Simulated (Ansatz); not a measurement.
**GaP2H+ (doublet): the correlation ladder, cc-pVDZ**

An exercise on one series of results from a longer session: the logs are not shown, and one member is left open.

Computed with Ansatz 0.2.0, Gaussian basis. Level: cc-pVDZ, core rule «outside noble gas», up to 24 orbitals frozen.

The runs, in order: UHF; CCSD(T) on ROHF; CCSD(T) on UHF; BCCD(T) on ROHF; CISD; CCSDT(Q) on ROHF; CCSDT(Q) on UHF.

34 further runs of the same task are left out: 5 for a known fault of the program, 19 that didn't finish, 10 set aside as unsound or not needed.

### The system

The geometry is a PBE0/def2-TZVP stationary point (not a proven minimum) of the parent state, kept for this charge and spin. No spin-orbit coupling is included. The filled d shell of Ga may be among the frozen orbitals whatever the setting's name suggests; the logs give the count.

4 atoms, charge 1, spin multiplicity 2.

Atoms are counted from 1 here; the program's logs count them from 0.

Bond lengths: P1–Ga2 2.216 Å, Ga2–P3 2.180 Å, P3–H4 1.433 Å. Angles: P1–Ga2–P3 178.9°, Ga2–P3–H4 85.5°.

Geometry (Å):

```xyz
4
GaHP2
P    -0.00002   -0.30845    2.73402
Ga    0.00004   -0.33112    0.51820
P    -0.00002   -0.39572   -1.66051
H     0.00000    1.03529   -1.59171
```

Set-up of the first run:

in.yaml

```yaml
crystal:
  periodic: [false, false, false]
  atoms:
    - {symbol: P, position_ang: [-0.000018, -0.308452, 2.734017]}
    - {symbol: Ga, position_ang: [0.000037, -0.331123, 0.518198]}
    - {symbol: P, position_ang: [-0.000017, -0.395718, -1.660508]}
    - {symbol: H, position_ang: [-0.000002, 1.035293, -1.591708]}
basis:
  gaussian: {orbitals: cc-pVDZ}
total_charge: 1
magnetization: {spin_polarized: true, initial_magnetization: 1}
hamiltonian: {xc: hf}
output: {orbitals: {seedname: orbitals}}
```

Launch:

```sh
$ ansatz run in.yaml --threads 1 --pin off --events-out ev --progress --plain --max-ram 2393MiB
```

Steps of the session up to this table: UHF; CCSD(T) on ROHF; CCSD(T) on UHF; BCCD(T) on ROHF; CISD; CCSDT(Q) on ROHF; CCSDT(Q) on UHF.

One of the session's tables, all rows but one given; the rest of the session is left out.

| method | from RCCSDT(Q) (kcal/mol) |
| --- | --- |
| UHF | +165.21 |
| RMP2 | +50.73 |
| UMP2 | +36.52 |
| RCCSD | +11.44 |
| UCCSD | ? |
| RCCSD(T) | +2.43 |
| UCCSD(T) | +2.66 |
| BCCD(T) | +2.73 |
| RCCSDT | +2.24 |
| UCCSDT | +1.18 |
| RCCSDT(Q) | 0 |
| UCCSDT(Q) | +0.56 |

**Question.** Estimate the row for UCCSD.

The run gave: from RCCSDT(Q) (kcal/mol): +8.24. In the column «from RCCSDT(Q) (kcal/mol)» it lies between BCCD(T) (+2.73) and RCCSD (+11.44).

Not comparable, so not listed: CISD (they don't share determinant, frozen orbitals or solution with the rows shown, or repeat one).

Caveats from the session: The determinant is far from a pure spin state, so its energy mixes those of several spin states (harmless only where they are near-degenerate, as at dissociation). The report flags that the cluster equations may have other roots. Left out of the table: ROHF (another determinant or state than the rows shown). The program flags RCCSD(T), BCCD(T), RCCSDT(Q) as in doubt, so the zero of the table is itself unsure. Warnings: spin contamination; coupled cluster took another determinant than the lowest; large T1 diagnostic. Restricted and unrestricted rows rest on different reference determinants; where their highest levels disagree by more than a few hundredths of an eV, they describe different states and don't form one ladder.
